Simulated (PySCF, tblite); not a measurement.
**C9H13P: geometry, infrared bands and NMR shifts**

Aim: predict the infrared bands and NMR shifts of C9H13P (`C=P(C)(C)c1ccccc1`).

Programs: tblite 0.8.0 and PySCF 2.14.0, with density-fitted response routines of our own. Each step states its level of theory. These are calculated values for one molecule in the gas phase, unless marked as measured. Atoms are numbered from 0 throughout.

## Step 1: The starting structure

23 atoms, charge 0, multiplicity 1; geometry from: force field or distance geometry start.

Bonds of the start (Å): C0–P1 1.61, P1–C2 1.81, P1–C3 1.83, P1–C4 1.79, C4–C5 1.38, C5–C6 1.41, C6–C7 1.39, C7–C8 1.38, C8–C9 1.40, C9–C4 1.38, C0–H10 1.09, C0–H11 1.11, C2–H12 1.12, C2–H13 1.10, C2–H14 1.10, C3–H15 1.13, C3–H16 1.09, C3–H17 1.11, C5–H18 1.07, C6–H19 1.08, C7–H20 1.07, C8–H21 1.08, C9–H22 1.08.

## Step 2: Optimising the geometry with GFN2-xTB

Job settings and geometry (Å):

```
{"job": {"kind": "relax", "xc": "GFN2-xTB", "basis": "xTB"}, "charge": 0, "multiplicity": 1}
C     -1.830900     0.108000    -1.602300
P     -1.256400    -0.236300    -0.138600
C     -2.243500     0.532000     1.174300
C     -1.392300    -2.051100     0.013700
C      0.464100     0.228600    -0.009000
C      1.345500    -0.444100    -0.836100
C      2.720400    -0.146800    -0.826000
C      3.183000     0.844000     0.036600
C      2.292000     1.512600     0.854200
C      0.924500     1.213200     0.836400
H     -1.610800     1.029200    -2.132700
H     -2.511500    -0.596000    -2.116500
H     -3.051900     1.201400     0.775000
H     -2.780200    -0.211800     1.790300
H     -1.648100     1.140300     1.869600
H     -0.502800    -2.464700     0.577200
H     -2.288300    -2.377400     0.550200
H     -1.355700    -2.549700    -0.972300
H      1.001600    -1.213000    -1.496700
H      3.420600    -0.678100    -1.458500
H      4.213900     1.133400     0.106800
H      2.637000     2.288100     1.520200
H      0.265000     1.765100     1.494500
```

On the command line:

```console
OMP_NUM_THREADS=1 python probes_run.py task.json out
```

The driver reads the jobs from task.json and runs them one after another.

**Question.** This job is followed by: GFN2-xTB harmonic vibrations, gas phase; GIAO PBE0/pcSseg-1 NMR shielding, non-relativistic, gas phase. Predict these results of the whole session: strongest single infrared mode (GFN2-xTB); zero-point energy (GFN2-xTB); ¹³C shifts against TMS (PBE0/pcSseg-1, means over atoms taken as alike); ¹H shifts against TMS (PBE0/pcSseg-1, means over atoms taken as alike); ³¹P shifts against H3PO4 (PBE0/pcSseg-1).

The runs gave:

| quantity | value |
| --- | --- |
| strongest single infrared mode (GFN2-xTB) | 1009 cm⁻¹, 154 km/mol |
| zero-point energy (GFN2-xTB) | 116.4 kcal/mol |
| ¹³C shifts against TMS (PBE0/pcSseg-1, means over atoms taken as alike) | 142.0, 137.4, 137.1, 133.4, 24.0, 2.0 ppm |
| ¹H shifts against TMS (PBE0/pcSseg-1, means over atoms taken as alike) | 8.62, 7.78, 7.72, 1.55, -0.10 ppm |
| ³¹P shifts against H3PO4 (PBE0/pcSseg-1) | -9.4 ppm |

**Reading.** Over 171 steps the energy fell by 0.960 eV; of the close pairs, C0–P1 changed most, 1.610 to 1.703 Å. No mode is imaginary among the 63: a minimum at this level. The strongest single mode, at 1009 cm⁻¹, is carried by P1, C0, H11. Unscaled tight-binding wavenumbers are off by several per cent, some by more. Its intensities can rank the bands wrongly. NICS(1)zz of -29 ppm above the planar ring from C4 marks a diatropic (aromatic) ring current.
